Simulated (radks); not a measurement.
# Taking charge from the 3s level of K in fractions

The task here is to estimate one member of a computed series from the others.

Method: Dirac Kohn-Sham, LDA (Slater exchange, Perdew-Wang correlation), spin-unpolarised, spherical densities, finite nucleus. Code: radks (a radial shooting solver on a logarithmic mesh, Libxc functionals) version 1.

## Starting point

| Item | Value |
| --- | --- |
| element | potassium (Z = 19) |
| charge | 0 |
| electrons | 19 |
| configuration | [Ar] 4s1 |
| nuclear rms radius | 3.4349 fm |

Outer shells as boxes (Hund's rule):

K
```
[Ar] core
4s [↑ ]
```

The first run:

Settings of this run:

```text
Z 19
configuration [Ar] 4s1
relativity Dirac
functional lda,pw
spin unpolarised
j_filling energy
nucleus finite rms 3.4349 fm
c 137.035999084
```

Among the steps run: Start: [Ar] 4s1.

One of the session's tables, all rows but one given; the rest of the session is left out.

It belongs to the step «Start: [Ar] 4s1». From the orbitals of this run (lengths in bohr):

| level | <r> | outermost maximum (interpolated) | 90 % within | nodes |
| --- | --- | --- | --- | --- |
| 1s1/2 | 0.08124 | 0.0531 | 0.145 | 0 |
| 2s1/2 | 0.3889 | 0.319 | 0.607 | 1 |
| 2p1/2 | 0.3495 | 0.261 | 0.579 | 0 |
| 2p3/2 | 0.3520 | 0.263 | 0.582 | 0 |
| 3s1/2 | 1.270 | 1.08 | 1.92 | 2 |
| 3p1/2 | 1.432 | 1.15 | 2.24 | 1 |
| 3p3/2 | ? | ? | ? | ? |
| 4s1/2 | 4.902 | 4.03 | 7.46 | 3 |

Q: Estimate the row for 3p3/2 from the others.

As computed: <r>: 1.441; outermost maximum (interpolated): 1.16; 90 % within: 2.26; nodes: 1. In the column «<r>» it lies between 3p1/2 (1.432) and 4s1/2 (4.902).
